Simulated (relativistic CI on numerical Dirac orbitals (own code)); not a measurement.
**Os XXXIV (Os³³⁺): levels and lines, part 1 of 2**

The task is the spectrum of Os³³⁺: levels, purity of their labels, lifetimes and lines; further runs change one setting each.

Program: relativistic CI on numerical Dirac orbitals (own code) version 4. Level of theory: Dirac-Coulomb-Breit CI, KLI orbitals optimised for each configuration, model QED (radiative potential, 1s self-energy scaled to tabulated hydrogen-like ionisation energies). These are calculated values, not measurements, unless marked.

## (1) The system

* ion: Os³³⁺ (Os XXXIV)
* nuclear charge: 76
* electrons: 43
* isotope: A = 192
* first configuration typed: [Kr] 4d7

Outer shells as boxes (Hund's rule):

first configuration typed
```
[Kr] core
4d [↑↓][↑↓][↑ ][↑ ][↑ ]
```

## (2) The main run

Settings, as recorded:

```ini
atom Os  Z=76  charge=33  electrons=43
nucleus A=192  rms_radius_fm=5.4126
hamiltonian dirac-coulomb  breit=on  qed=on  c_scale=1
orbitals kli  potential=per-configuration
slater_scale 1
correlation none
mixing on
configurations
  [Kr] 4d7
  [Ar] 3d10 4s2 4p5 4d8
  [Kr] 4d6 4f
  [Ar] 3d10 4s 4p6 4d8
  [Ar] 3d10 4s2 4p5 4d7 4f
  [Ar] 3d10 4s 4p6 4d7 4f
  [Kr] 4d6 5s
  [Kr] 4d5 4f 5s
  [Kr] 4d6 5p
  [Ar] 3d10 4s2 4p5 4d7 5s
  [Kr] 4d6 5f
  [Kr] 4d5 5s 5p
  [Ar] 3d10 4p6 4d8 4f
  [Kr] 4d6 6s
  [Ar] 3d10 4s 4p6 4d7 5s
  [Ar] 3d10 4p6 4d9
  [Ar] 3d10 4p5 4d10
  [Ar] 3d10 4p5 4d9 4f
  [Kr] 4d5 5s2
  [Kr] 4d4 4f 5s2
  [Ar] 3d10 4s2 4p5 4d5 4f 5s2
  [Ar] 3d10 4s 4p6 4d5 4f 5s2
  [Ar] 3d10 4p6 4d8 5s
  [Ar] 3d10 4p5 4d9 5s
  [Ar] 3d10 4p5 4d8 4f 5s
  [Ar] 3d10 4p6 4d7 5s2
  [Ar] 3d10 4p5 4d8 5s2
  [Ar] 3d10 4p6 4d6 4f 5s2
  [Ar] 3d10 4p5 4d7 4f 5s2
end
```

Run with:

```console
> python run_levels.py task.json out
```

task.json lists these runs, among others, and the program works through them in turn.

From the run's result record (rounded, not every field):

```text
{
  "status": "converged",
  "levels [i, E_cm, J2, conf, term, w_term, jj, w_jj, g, tau_s, A_per_gI_MHz, B_per_Q_MHz]": [
    [0, 0, 9, "4s2 4p6 4d7", "4F", 0.6216, "4d5/2^3", 0.9682, 1.237, "-", 1.094e+04, 3686],
    [1, 43176.817, 3, "4s2 4p6 4d7", "2P", 0.4892, "4d5/2^3", 0.9763, 1.216, "-", 1.104e+04, 2.228],
    [2, 67466.309, 5, "4s2 4p6 4d7", "2D", 0.4717, "4d5/2^3", 0.9304, 1.23, 0.2066, 1.118e+04, 3028],
    [3, 147106.06, 7, "4s2 4p6 4d7", "4F", 0.8672, "4d3/2^3 4d5/2^4", 0.9771, 1.193, 1.189e-05, 1.223e+04, 6827],
    [4, 173107.88, 9, "4s2 4p6 4d7", "2H", 0.3542, "4d3/2^3 4d5/2^4", 0.9624, 1.107, 1.802e-05, 1.414e+04, -7175],
    [5, 181117.73, 3, "4s2 4p6 4d7", "4F", 0.3497, "4d3/2^3 4d5/2^4", 0.9761, 0.9954, 1.505e-05, 1.683e+04, 1.803e+04],
    [6, 186297.7, 5, "4s2 4p6 4d7", "4P", 0.5881, "4d3/2^3 4d5/2^4", 0.9482, 1.383, 2.555e-05, 4505, -1.736e+04],
    [7, 194150.45, 1, "4s2 4p6 4d7", "4P", 0.5191, "4d3/2^3 4d5/2^4", 0.9884, 1.711, 1.673e-05, -6203, "-"],
    [8, 200275.19, 11, "4s2 4p6 4d7", "2H", 0.9914, "4d3/2^3 4d5/2^4", 0.9914, 1.087, 0.0002082, 1.57e+04, -3.807e+04],
    [9, 221298.12, 7, "4s2 4p6 4d7", "2G", 0.4998, "4d3/2^3 4d5/2^4", 0.9478, 1.014, 7.601e-05, 1.727e+04, -5550],
    [10, 240074.36, 5, "4s2 4p6 4d7", "2F", 0.666, "4d3/2^3 4d5/2^4", 0.9478, 0.9762, 4.415e-05, 1.745e+04, 3623],
    [11, 300989.16, 3, "4s2 4p6 4d7", "2D", 0.8106, "4d3/2^3 4d5/2^4", 0.8821, 0.7761, 1.982e-05, 2.534e+04, -2.143e+04],
    [12, 324441.5, 5, "4s2 4p6 4d7", "4F", 0.5544, "4d3/2^2 4d5/2^5", 0.9556, 1.113, 5.512e-06, 1.573e+04, 1.021e+04],
    [13, 336359.24, 3, "4s2 4p6 4d7", "4P", 0.3615, "4d3/2^2 4d5/2^5", 0.9065, 1.198, 7.633e-06, 1.397e+04, -2641],
    [14, 352313.26, 9, "4s2 4p6 4d7", "2H", 0.5899, "4d3/2^2 4d5/2^5", 0.985, 0.9972, 1.062e-05, 1.871e+04, -2.572e+04],
    [15, 354463.88, 1, "4s2 4p6 4d7", "2P", 0.5187, "4d3/2^2 4d5/2^5", 0.9887, 1.618, 9.283e-06, -1.021e+04, "-"],
    [16, 365894.67, 7, "4s2 4p6 4d7", "2F", 0.5215, "4d3/2^2 4d5/2^5", 0.9335, 1.051, 1.041e-05, 1.759e+04, -1.419e+04],
    [17, 451361.35, 5, "4s2 4p6 4d7", "2D", 0.7342, "4d3/2^2 4d5/2^5", 0.9614, 1.164, 6.733e-06, 1.184e+04, -3.772e+04],
    [18, 523431.32, 3, "4s2 4p6 4d7", "2D", 0.5734, "4d3/2 4d5/2^6", 0.9547, 0.8592, 3.614e-06, 2.72e+04, 1.952e+04],
    [19, 1542060.1, 11, "4s2 4p5 4d8", "4G*", 0.8877, "4p3/2^3 4d5/2^4", 0.9138, 1.256, 9.158e-11, 2.29e+04, -1.236e+05],
    [20, 1560030.5, 9, "4s2 4p5 4d8", "4F*", 0.4801, "4p3/2^3 4d5/2^4", 0.7605, 1.243, 1.914e-11, 1.661e+04, 4.016e+04],
    [21, 1561134.4, 5, "4s2 4p5 4d8", "2D*", 0.5182, "4p3/2^3 4d5/2^4", 0.871, 1.183, 3.243e-11, 1.388e+04, -9519],
    [22, 1576996.9, 1, "4s2 4p5 4d8", "2P*", 0.358, "4p3/2^3 4d5/2^4", 0.7244, 1.201, 1.71e-11, -1.945e+04, "-"],
    [23, 1580353.8, 7, "4s2 4p5 4d8", "2F*", 0.5004, "4p3/2^3 4d5/2^4", 0.8934, 1.234, 6.464e-11, 2.506e+04, -5.186e+04],
    [24, 1596742.3, 7, "4s2 4p5 4d8", "4D*", 0.2986, "4p3/2^3 4d5/2^4", 0.5016, 1.281, 1.449e-11, 1.296e+04, 3.211e+04],
    [25, 1618443.9, 3, "4s2 4p5 4d8", "2P*", 0.2321, "4p3/2^3 4d5/2^4", 0.523, 1.325, 1.453e-11, 2.27e+04, 1.686e+04],
    [26, 1639644.6, 9, "4s2 4p6 4d6 4f", "4G*", 0.2278, "4d5/2^2 4f5/2", 0.8793, 1.099, 1.52e-10, 9093, 2759],
    [27, 1645554.9, 11, "4s2 4p6 4d6 4f", "6G*", 0.2529, "4d5/2^2 4f5/2", 0.7367, 1.201, 5.114e-10, 7983, 9075],
    [28, 1649868.1, 5, "4s2 4p5 4d8", "2D*", 0.1974, "4d5/2^2 4f5/2", 0.4906, 1.202, 4.796e-11, 9045, -1.023e+04],
    [29, 1668524.2, 3, "4s2 4p6 4d6 4f", "4D*", 0.2623, "4d5/2^2 4f5/2", 0.8573, 1.2, 6.243e-10, 1.207e+04, -5254],
    [30, 1670248.1, 5, "4s2 4p6 4d6 4f", "6D*", 0.1839, "4d5/2^2 4f5/2", 0.7209, 1.288, 1.222e-10, 1.051e+04, 1965],
    [31, 1670885.4, 13, "4s2 4p6 4d6 4f", "6G*", 0.328, "4d5/2^2 4f7/2", 0.4825, 1.234, 4.586e-07, 7206, 1.483e+04],
    [32, 1673529.2, 1, "4s2 4p6 4d6 4f", "4D*", 0.5381, "4d5/2^2 4f5/2", 0.8291, 0.4334, 3.615e-10, 2181, "-"],
    [33, 1674034.9, 7, "4s2 4p6 4d6 4f", "4F*", 0.1501, "4d5/2^2 4f5/2", 0.6068, 1.181, 2.725e-11, 1e+04, 2706],
    [34, 1682950.2, 3, "4s2 4p5 4d8", "2P*", 0.301, "4p3/2^3 4d5/2^4", 0.6476, 1.26, 3.592e-11, 3.541e+04, -5.493e+04],
    [35, 1692423.8, 9, "4s2 4p6 4d6 4f", "4G*", 0.1833, "4d5/2^2 4f5/2", 0.6295, 1.174, 7.867e-11, 8061, -2775],
    [36, 1694288.8, 5, "4s2 4p6 4d6 4f", "4F*", 0.192, "4d5/2^2 4f5/2", 0.4541, 1.055, 2.838e-11, 8022, -1.253e+04],
    [37, 1700075.9, 3, "4s2 4p6 4d6 4f", "4F*", 0.2191, "4d5/2^2 4f5/2", 0.4531, 0.9493, 4.772e-11, 1.086e+04, 1.272e+04],
    [38, 1700542.2, 7, "4s2 4p6 4d6 4f", "4F*", 0.2956, "4d5/2^2 4f5/2", 0.6498, 1.122, 1.887e-10, 8041, 186.5],
    [39, 1701910.8, 7, "4s2 4p6 4d6 4f", "4F*", 0.1683, "4d5/2^2 4f7/2", 0.4171, 1.238, 3.139e-11, 1.313e+04, -4463],
    [40, 1708100, 9, "4s2 4p5 4d8", "4G*", 0.5119, "4p3/2^3 4d3/2^3 4d5/2^5", 0.8664, 1.148, 3.454e-11, 2.6e+04, -7.788e+04],
    [41, 1713765.8, 13, "4s2 4p6 4d6 4f", "4H*", 0.254, "4d5/2^2 4f5/2", 0.559, 1.104, 8.181e-08, 7893, 1.7e+04],
    [42, 1715862.2, 15, "4s2 4p6 4d6 4f", "6H*", 0.3955, "4d5/2^2 4f7/2", 0.9219, 1.217, 0.001248, 6858, 2.402e+04],
    [43, 1717149.1, 7, "4s2 4p5 4d8", "4D*", 0.1978, "4p3/2^3 4d3/2^3 4d5/2^5", 0.4899, 1.238, 3.338e-11, 1.74e+04, -2.47e+04],
    [44, 1719364.8, 5, "4s2 4p5 4d8", "4D*", 0.3108, "4p3/2^3 4d3/2^3 4d5/2^5", 0.5954, 1.187, 1.679e-11, 1.555e+04, 4.087e+04],
    "... 355 more rows left out ..."
  ],
  "lines, the strongest and those to the lowest levels [upper, lower, type, S_au, A_per_s, branching]": [
    [3, 0, "M1", 7.516, 8.067e+04, 0.9592],
    [3, 2, "M1", 2.014, 3430, 0.04078],
    [4, 0, "M1", 3.96, 5.54e+04, 0.9982],
    [5, 1, "M1", 1.969, 3.485e+04, 0.5244],
    [5, 2, "M1", 3.192, 3.159e+04, 0.4755],
    [6, 1, "M1", 1.648, 2.171e+04, 0.5547],
    [6, 2, "M1", 2.19, 1.652e+04, 0.422],
    [7, 1, "M1", 1.287, 5.972e+04, 0.999],
    [8, 0, "M1", 0.2596, 4687, 0.9756],
    [9, 0, "M1", 0.1588, 5801, 0.441],
    [9, 2, "M1", 0.4629, 5681, 0.4318],
    [10, 2, "M1", 0.7669, 1.773e+04, 0.7828],
    [11, 1, "M1", 0.1037, 1.198e+04, 0.2374],
    [11, 2, "M1", 0.3271, 2.809e+04, 0.5567],
    [293, 0, "E1", 1.821, 4.549e+12, 0.9902],
    [298, 0, "E1", 2.229, 4.498e+12, 0.9905],
    [302, 0, "E1", 2.622, 4.445e+12, 0.9996],
    [316, 1, "E1", 1.297, 4.359e+12, 0.9818],
    [352, 3, "E1", 1.562, 3.121e+12, 0.7796],
    [363, 4, "E1", 1.604, 2.667e+12, 0.6168],
    [369, 8, "E1", 1.65, 2.717e+12, 0.5943],
    [375, 8, "E1", 3.158, 4.61e+12, 1],
    [377, 9, "E1", 2.122, 4.293e+12, 0.9479],
    [379, 10, "E1", 1.64, 4.141e+12, 0.8753],
    [382, 11, "E1", 1.308, 4.361e+12, 0.9255],
    [388, 14, "E1", 2.714, 4.539e+12, 0.9986],
    [390, 16, "E1", 1.83, 3.619e+12, 0.8133],
    [395, 8, "E1", 1.283, 3.7e+12, 0.6168]
  ],
  "n_levels_all": 10512,
  "total_energy [Ha]": -16656.099468,
  "configurations [conf, odd, states, E_av_cm, breit_Ha, qed_Ha, corr_Ha]": [
    ["4s2 4p6 4d7", 0, 120, 263651, 18.74, 12.87, "-"],
    ["4s2 4p5 4d8", 1, 270, 2.0991e+06, 18.7, 12.87, "-"],
    ["4s2 4p6 4d6 4f", 1, 2940, 2.02833e+06, 18.71, 12.87, "-"],
    ["4s 4p6 4d8", 0, 90, 3.54783e+06, 18.71, 12.82, "-"],
    ["4s2 4p5 4d7 4f", 0, 10080, 3.84369e+06, 18.67, 12.87, "-"],
    ["4s 4p6 4d7 4f", 1, 3360, 5.29477e+06, 18.68, 12.82, "-"],
    ["4s2 4p6 4d6 5s", 0, 420, 3.8531e+06, 18.74, 12.9, "-"],
    ["4s2 4p6 4d5 4f 5s", 1, 7056, 5.61677e+06, 18.71, 12.89, "-"],
    ["4s2 4p6 4d6 5p", 1, 1260, 4.4475e+06, 18.74, 12.88, "-"],
    ["4s2 4p5 4d7 5s", 1, 1440, 5.67579e+06, 18.69, 12.89, "-"],
    ["4s2 4p6 4d6 5f", 1, 2940, 5.96429e+06, 18.71, 12.88, "-"],
    ["4s2 4p6 4d5 5s 5p", 1, 3024, 8.08752e+06, 18.74, 12.9, "-"],
    ["4p6 4d8 4f", 1, 630, 8.5982e+06, 18.65, 12.77, "-"],
    ["4s2 4p6 4d6 6s", 0, 420, 6.74259e+06, 18.72, 12.89, "-"],
    "... 15 more rows left out ..."
  ],
  "radial 4s2 4p6 4d7 [Ha, bohr]": {"<r^-3>(4d)": 184.84, "<r^1>(4d)": 0.41974, "<r^2>(4d)": 0.20145, "<r^4>(4d)": 0.059706, "F2(4d,4d)": 1.0907, "F4(4d,4d)": 0.74195, "zeta(4d)": 0.29093},
  "radial 4s2 4p5 4d8 [Ha, bohr]": {"<r^-3>(4p)": 1230.9, "<r^1>(4p)": 0.41544, "<r^2>(4p)": 0.19544, "<r^4>(4p)": 0.054299, "zeta(4p)": 2.3877, "<r^-3>(4d)": 184.82, "<r^1>(4d)": 0.41982, "<r^2>(4d)": 0.20154, "<r^4>(4d)": 0.059764, "F2(4d,4d)": 1.0904, "F4(4d,4d)": 0.74173, "F2(4p,4d)": 1.0992, "G1(4p,4d)": 1.3676, "G3(4p,4d)": 0.87442, "zeta(4d)": 0.28988},
  "ionisation_energy [eV]": 1420.15
}
```

It took 15 s on 1 thread of Arm Neoverse V1, shared host.

Lowest levels:

```
                           level  energy (cm⁻¹)  LS purity (%)  jj purity (%)  radiative lifetime (s)
             4d7 [4d5/2^3] J=9/2            0.0             62             97                       -
             4d7 [4d5/2^3] J=3/2          43177             49             98                       -
             4d7 [4d5/2^3] J=5/2          67466             47             93                    0.21
                       4d7 4F7/2         147106             87             98                 1.2e-05
     4d7 [4d3/2^3 4d5/2^4] J=9/2         173108             35             96                 1.8e-05
     4d7 [4d3/2^3 4d5/2^4] J=3/2         181118             35             98                 1.5e-05
     4d7 [4d3/2^3 4d5/2^4] J=5/2         186298             59             95                 2.6e-05
     4d7 [4d3/2^3 4d5/2^4] J=1/2         194150             52             99                 1.7e-05
                      4d7 2H11/2         200275             99             99                 0.00021
4d7 [4d3/2^3 4d5/2^4] J=7/2 (ii)         221298             50             95                 7.6e-05
4d7 [4d3/2^3 4d5/2^4] J=5/2 (ii)         240074             67             95                 4.4e-05
                       4d7 2D3/2         300989             81             88                   2e-05
     4d7 [4d3/2^2 4d5/2^5] J=5/2         324442             55             96                 5.5e-06
     4d7 [4d3/2^2 4d5/2^5] J=3/2         336359             36             91                 7.6e-06
```

Where the configurations lie:

```
configuration  levels among the lowest 60  parity  lowest (eV)  highest (eV)
          4d7                          19    even         0.00         64.90
      4p5 4d8                          19     odd       191.19        218.91
       4d6 4f                          22     odd       203.29        219.98
```

The strongest allowed lines among the lowest 400 of 10512 levels, ranked by gA:

```
                                       upper                             lower  wavelength (nm)   A (1/s)
                       4d6 4f 2I°13/2 (viii)                        4d7 2H11/2            4.628  4.61e+12
                          4d6 4f 2I°11/2 (x)       4d7 [4d3/2^2 4d5/2^5] J=9/2            4.656  4.54e+12
                          4d6 4f 4G°11/2 (v)               4d7 [4d5/2^3] J=9/2            4.635  4.45e+12
4d6 4f [4d3/2^3 4d5/2^3 4f5/2] J=9/2° (viii)               4d7 [4d5/2^3] J=9/2            4.648   4.5e+12
                 4d6 4f 2G°9/2 + 2H° (xviii)  4d7 [4d3/2^3 4d5/2^4] J=7/2 (ii)            4.644  4.29e+12
                         4p5 4d8 2G°9/2 (ii)                        4d7 2H11/2            4.126   3.7e+12
  4d6 4f [4d3/2^3 4d5/2^3 4f5/2] J=7/2° (xi)               4d7 [4d5/2^3] J=9/2            4.663  4.55e+12
                    4d6 4f 2H°9/2 + 2G° (xv)       4d7 [4d3/2^2 4d5/2^5] J=7/2            4.679  3.62e+12
                        4d6 4f 2G°7/2 (xiii)  4d7 [4d3/2^3 4d5/2^4] J=5/2 (ii)            4.646  4.14e+12
                        4d6 4f 2H°11/2 (xvi)                        4d7 2H11/2            4.680  2.72e+12
```

## (3) Slater integrals scaled by 0.9

Settings: those of step 2 with these lines changed.

```diff
@@ -4,3 +4,3 @@
 orbitals kli  potential=per-configuration
-slater_scale 1
+slater_scale 0.9
 correlation none
```

Main fields:

```text
{
  "status": "converged",
  "levels [i, E_cm, J2, conf, term, w_term, w_jj]": [
    [0, 0, 9, "4s2 4p6 4d7", "4F", 0.6094, 0.9736],
    [1, 38865.038, 3, "4s2 4p6 4d7", "2P", 0.4904, 0.9799],
    [2, 61384.054, 5, "4s2 4p6 4d7", "2D", 0.4802, 0.9426],
    [3, 148180.97, 7, "4s2 4p6 4d7", "4F", 0.8616, 0.9807],
    [4, 171126.87, 9, "4s2 4p6 4d7", "2H", 0.3571, 0.9687],
    [5, 178868.81, 3, "4s2 4p6 4d7", "4P", 0.3488, 0.9808],
    [6, 183772.2, 5, "4s2 4p6 4d7", "4P", 0.5855, 0.9573],
    [7, 190431.22, 1, "4s2 4p6 4d7", "4P", 0.5152, 0.9904],
    [8, 195832.12, 11, "4s2 4p6 4d7", "2H", 0.9928, 0.9928],
    [9, 215385.29, 7, "4s2 4p6 4d7", "2F", 0.4827, 0.9575],
    [10, 231200.23, 5, "4s2 4p6 4d7", "2F", 0.6512, 0.9566],
    [11, 287483.92, 3, "4s2 4p6 4d7", "2D", 0.8488, 0.9313],
    "... 388 more rows left out ..."
  ],
  "n_levels_all": 10512,
  "total_energy [Ha]": -16656.052788,
  "configurations [conf, odd, states, E_av_cm, breit_Ha, qed_Ha, corr_Ha]": [
    ["4s2 4p6 4d7", 0, 120, 253406, 18.74, 12.87, "-"],
    ["4s2 4p5 4d8", 1, 270, 2.08885e+06, 18.7, 12.87, "-"],
    ["4s2 4p6 4d6 4f", 1, 2940, 2.01809e+06, 18.71, 12.87, "-"],
    ["4s 4p6 4d8", 0, 90, 3.53759e+06, 18.71, 12.82, "-"],
    ["4s2 4p5 4d7 4f", 0, 10080, 3.83344e+06, 18.67, 12.87, "-"],
    ["4s 4p6 4d7 4f", 1, 3360, 5.28453e+06, 18.68, 12.82, "-"],
    ["4s2 4p6 4d6 5s", 0, 420, 3.84285e+06, 18.74, 12.9, "-"],
    ["4s2 4p6 4d5 4f 5s", 1, 7056, 5.60653e+06, 18.71, 12.89, "-"],
    ["4s2 4p6 4d6 5p", 1, 1260, 4.43726e+06, 18.74, 12.88, "-"],
    ["4s2 4p5 4d7 5s", 1, 1440, 5.66554e+06, 18.69, 12.89, "-"],
    ["4s2 4p6 4d6 5f", 1, 2940, 5.95404e+06, 18.71, 12.88, "-"],
    ["4s2 4p6 4d5 5s 5p", 1, 3024, 8.07728e+06, 18.74, 12.9, "-"],
    ["4p6 4d8 4f", 1, 630, 8.58796e+06, 18.65, 12.77, "-"],
    ["4s2 4p6 4d6 6s", 0, 420, 6.73234e+06, 18.72, 12.89, "-"],
    "... 15 more rows left out ..."
  ],
  "ionisation_energy [eV]": 1420.16
}
```

Run time: 15 s. Hardware: 1 thread of Arm Neoverse V1, shared host.

How the levels moved (cm⁻¹, from the main run's lowest level): (levels that can't be paired are left out)

```
                           level  main run     shift
             4d7 [4d5/2^3] J=3/2     43177   -4311.8
             4d7 [4d5/2^3] J=5/2     67466   -6082.3
                       4d7 4F7/2    147106   +1074.9
     4d7 [4d3/2^3 4d5/2^4] J=9/2    173108   -1981.0
     4d7 [4d3/2^3 4d5/2^4] J=5/2    186298   -2525.5
     4d7 [4d3/2^3 4d5/2^4] J=1/2    194150   -3719.2
                      4d7 2H11/2    200275   -4443.1
4d7 [4d3/2^3 4d5/2^4] J=5/2 (ii)    240074   -8874.1
                       4d7 2D3/2    300989  -13505.2
     4d7 [4d3/2^2 4d5/2^5] J=5/2    324442   -1648.2
```

(Continued in part 2 of 2.)
